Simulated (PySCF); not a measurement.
# The bond of NaSb+, level by level

An exercise on one series of results from a longer session: the logs are not shown, and one member is left open.

The runs use PySCF 2.14.0; Na cc-pVDZ, Sb cc-pVDZ-PP with ECP28, scalar-relativistic core potentials.

Set-up of the first run:

A driver script around PySCF takes these settings:

```
atoms                         : Na, Sb
charge                        : 1
basis                         : Na cc-pVDZ, Sb cc-pVDZ-PP with ECP28
Hamiltonian                   : scalar-relativistic core potentials
basis functions               : 41
electrons treated             : 33
masses in u                   : 22.9898, 120.9038
levels                        : PBE0, PBE, r²SCAN, PW91, LDA, B3LYP, CAM-B3LYP, HF, MP2, SCS-MP2, CCSD, CCSD(T)
grid                          : 80 radial by 434 angular points
occupations                   : held fixed by the projection of orbital angular momentum
dissociation limit            : Na+ + Sb, each in its ground configuration
starting distance in angstrom : 3.040
values of 2S to try           : 1, 3
```

Run with:

```bash
$ OMP_NUM_THREADS=1 python dia.py task.json out
```

Among the steps run: Input; The PBE0 curve of the state that the search chose; Higher solutions at PBE0; PBE (GGA); r²SCAN; PW91 (GGA); LDA (local density); B3LYP (global hybrid GGA); CAM-B3LYP (range-separated hybrid); UHF (mean field); Correlated methods on the Hartree–Fock reference.

One of the session's tables, all rows but one given; the rest of the session is left out.

It belongs to the step «The curves together». Energy (eV) from each level's lowest point:

| R (Å) | UHF | UHF-MP2 | UHF-SCS-MP2 | UHF-CCSD | UHF-CCSD(T) |
| --- | --- | --- | --- | --- | --- |
| 2.890 | 0.186 | 0.175 | 0.177 | n/a | n/a |
| 3.025 | 0.092 | 0.082 | 0.084 | 0.082 | 0.081 |
| 3.159 | 0.037 | 0.029 | 0.030 | 0.029 | 0.028 |
| 3.260 | ? | ? | ? | ? | ? |
| 3.361 | 0.003 | 0.000 | 0.000 | 0.000 | 0.000 |
| 3.462 | 0.000 | 0.000 | 0.000 | 0.000 | 0.001 |
| 3.596 | 0.006 | 0.010 | 0.009 | 0.010 | 0.011 |
| 3.764 | 0.022 | 0.031 | 0.030 | 0.032 | 0.033 |
| 3.966 | 0.049 | 0.064 | 0.061 | 0.065 | 0.067 |
| 4.235 | 0.088 | 0.108 | 0.105 | n/a | n/a |

**Question.** Estimate the row for R (Å) = 3.260.

Worked estimate for «UHF». A straight line through the neighbours (3.159, 0.037) and (3.361, 0.003) gives 0.037 + (0.003 − 0.037) × (3.260 − 3.159) / (3.361 − 3.159) = 0.020; a parabola fitted to 4 rows on both sides gives 0.014.

The run gave: UHF: 0.014; UHF-MP2: 0.009; UHF-SCS-MP2: 0.010; UHF-CCSD: 0.009; UHF-CCSD(T): 0.008. In «UHF» the line misses by +0.006 and the parabola by 0.000.

State 4 has its PBE0 minimum 0.94 eV higher. The other levels ran on the lowest alone.
